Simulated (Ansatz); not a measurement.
# C₂H₇Ge radical: one species, many methods

The task here is to estimate one member of a computed series from the others.

Computed with Ansatz 0.2.0, Gaussian basis. Level: functionals in def2-TZVPP, the program's frozen cores in correlated methods.

Levels to be run: LDA (SPW92), PBE-D4, revPBE-D4, BLYP-D4, r2SCAN-D4, B97M-V, PBE0-D4, B3LYP-D4, r2SCANh-D4, r2SCAN0-D4, HSE06-D4, BHLYP-D4, CAM-B3LYP-D4, LC-ωPBE, ωB97X-V, ωB97M-V, B2PLYP, PBE-QIDH; CCSD(T)/def2-SVP; CCSD(T)/def2-TZVPP; MP2/def2-QZVPP; extrapolation to the limit; RPA on PBE.

### The relaxed structure

All runs share one geometry, relaxed beforehand with PBE0-D4 in a triple-zeta def2 set.

10 atoms, charge 0, spin multiplicity 2.

Atoms are counted from 1 here; the program's logs count them from 0.

Bond lengths: C1–Ge2 1.923 Å, C1–H4 1.085 Å, C1–H5 1.084 Å, Ge2–C3 1.953 Å, Ge2–H6 1.542 Å, Ge2–H7 1.547 Å, C3–H8 1.091 Å, C3–H9 1.091 Å, C3–H10 1.091 Å. Angles: Ge2–C1–H4 121.8°, Ge2–C1–H5 122.5°, H4–C1–H5 115.6°, C1–Ge2–C3 110.3°, C1–Ge2–H6 109.2°, C1–Ge2–H7 109.9°, C3–Ge2–H6 110.7°, C3–Ge2–H7 109.2°, H6–Ge2–H7 107.5°, Ge2–C3–H8 110.3°, Ge2–C3–H9 110.5°, Ge2–C3–H10 110.1°, H8–C3–H9 108.7°, H8–C3–H10 108.7°, H9–C3–H10 108.5°.

Set-up of the first run:

The input, in.yaml:

```yaml
crystal:
  periodic: [false, false, false]
  atoms:
    - {symbol: C, position_ang: [-1.185752, 0.357275, -1.272317]}
    - {symbol: Ge, position_ang: [0.124264, 0.722263, 0.087143]}
    - {symbol: C, position_ang: [0.771988, -0.945645, 0.870588]}
    - {symbol: H, position_ang: [-1.158819, -0.552135, -1.863931]}
    - {symbol: H, position_ang: [-1.974606, 1.057528, -1.524192]}
    - {symbol: H, position_ang: [-0.505406, 1.624316, 1.167969]}
    - {symbol: H, position_ang: [1.317987, 1.493406, -0.523767]}
    - {symbol: H, position_ang: [-0.049744, -1.486235, 1.341865]}
    - {symbol: H, position_ang: [1.535065, -0.742979, 1.623102]}
    - {symbol: H, position_ang: [1.208123, -1.578994, 0.096441]}
basis:
  gaussian: {orbitals: def2-TZVPP}
magnetization: {spin_polarized: true, initial_magnetization: 1}
hamiltonian: {xc: lda}
output: {orbitals: {seedname: orbitals}}
```

Run with:

```sh
$ ansatz run in.yaml --threads 4 --pin off --events-out ev --progress --plain --max-ram 10444MiB
```

Among the steps run: LDA; PBE-D4 (GGA); revPBE-D4 (GGA); BLYP-D4 (GGA); r2SCAN-D4 (meta-GGA); B97M-V (meta-GGA); PBE0-D4 (hybrid); B3LYP-D4 (hybrid); r2SCANh-D4 (hybrid); r2SCAN0-D4 (hybrid); HSE06-D4 (hybrid); BHLYP-D4 (hybrid); CAM-B3LYP-D4 (range-separated); LC-ωPBE (range-separated); ωB97X-V (range-separated); ωB97M-V (range-separated); B2PLYP (double hybrid); PBE-QIDH (double hybrid).

One table of the session follows, with a row left open; its other results are not shown here.

It belongs to the step «Orbital energies across the functionals». 

| functional | HOMO (eV) | LUMO (eV) | gap (eV) |
| --- | --- | --- | --- |
| LDA (SPW92) | -5.29 | -3.76 | 1.53 |
| PBE-D4 | -5.34 | -3.19 | 2.15 |
| revPBE-D4 | -5.31 | -3.03 | 2.28 |
| BLYP-D4 | -5.12 | -3.21 | 1.92 |
| r2SCAN-D4 | -5.82 | -2.52 | 3.30 |
| B97M-V | -5.61 | -2.95 | 2.66 |
| PBE0-D4 | -6.72 | -1.95 | 4.77 |
| B3LYP-D4 | -6.37 | -2.41 | 3.96 |
| r2SCANh-D4 | -6.32 | -2.11 | 4.21 |
| r2SCAN0-D4 | -7.07 | -1.51 | 5.56 |
| HSE06-D4 | -6.31 | -2.35 | 3.96 |
| BHLYP-D4 | -7.88 | -0.87 | 7.01 |
| CAM-B3LYP-D4 | -8.02 | -0.96 | 7.06 |
| LC-ωPBE | -9.57 | 0.58 | 10.14 |
| ωB97X-V | ? | ? | ? |
| ωB97M-V | -8.75 | -0.15 | 8.59 |

Q: Estimate the row for ωB97X-V from the others.

The run gave: HOMO (eV): -8.96; LUMO (eV): 0.01; gap (eV): 8.97. In the column «HOMO (eV)» it lies between LC-ωPBE (-9.57) and ωB97M-V (-8.75).
